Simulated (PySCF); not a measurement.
The system is SiSeH4, in a box.

```
Si Se H
1.0
    12.00000    0.00000    0.00000
     0.00000   12.00000    0.00000
     0.00000    0.00000   13.00000
Si Se H
1 1 4
Direct
  0.51014 0.50093 0.46174
  0.60542 0.49946 0.61339
  0.39674 0.54832 0.47450
  0.50246 0.38217 0.43106
  0.57052 0.56529 0.38176
  0.60142 0.62133 0.62347
```

Base run:

```yaml
Program: PySCF 2.14.0
Functional: r2SCAN
Potentials_or_basis: 6-31g* (all-electron)
k_mesh: 1 × 1 × 1
Occupations: fixed
Spin: no spin polarisation
```

Its results: gap between the frontier levels 5.58 eV.

The run is repeated on the same cell with these changes: functional from r2SCAN to MN15-L. What comes out?

Gap between the frontier levels 5.86 eV.

Caveats: this is a molecule in a periodic box at the Γ point, so its band gap is the HOMO-LUMO gap; relativity is left out, which matters for the heavier elements; the basis of atomic orbitals isn't converged, which shifts pressures, moduli and gaps.

A k mesh can miss the band edges.

Not every run made on this cell is shown here.
